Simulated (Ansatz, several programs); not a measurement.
In3GaAs4 as one 8-atom ordering (I-42m) on the zincblende lattice, relaxed with PBE in Ansatz (plane waves, PAW): it is tetragonal, I-42m (No. 121); a = 6.077 Å, c = 12.140 Å in the conventional setting, 28.02 Å³ an atom. Ga is surrounded by 4 As at 2.51 Å; As is surrounded by 1 Ga at 2.51 Å and 3 In at 2.67–2.69 Å; In is surrounded by 4 As at 2.67 Å; In is surrounded by 4 As at 2.69 Å. The cell was then scaled with its shape and fractional coordinates held, which makes it stiffer than a relaxed compression. All values are calculated for a non-magnetic cell, which may be hypothetical.

```
V (Å³/atom)  E (meV/atom)
     26.338         18.17
     27.178          4.28
     28.019          0.00
     29.700         14.38
```

Q: Pass a cubic E = c₀ + c₁u + c₂u² + c₃u³, with u = V − 27.809 Å³, through these points.

A: c₀ = 0.25, c₁ = -2.425, c₂ = 6.022, c₃ = -0.4163 (meV and Å³).

Q: Where is the minimum, and what bulk modulus follows?

A: dE/du = 0 at u = +0.206, so V₀ = 28.01 Å³. B = V₀ d²E/dV² = 28.01 × (2c₂ + 6c₃u) = 28.01 × 11.530 = 323 meV/Å³, and 1 meV/Å³ is 0.16022 GPa: 52 GPa. A third-order Birch-Murnaghan fit to all five points gives 28.02 Å³ and 51 GPa.

Q: Predict the energy and the pressure at the withheld volume, 28.859 Å³.

A: With u = +1.050: E ≈ 3.86 meV and P = −dE/dV ≈ -1.42 GPa. The run gives 3.80 meV and, from its stress, -1.41 GPa.
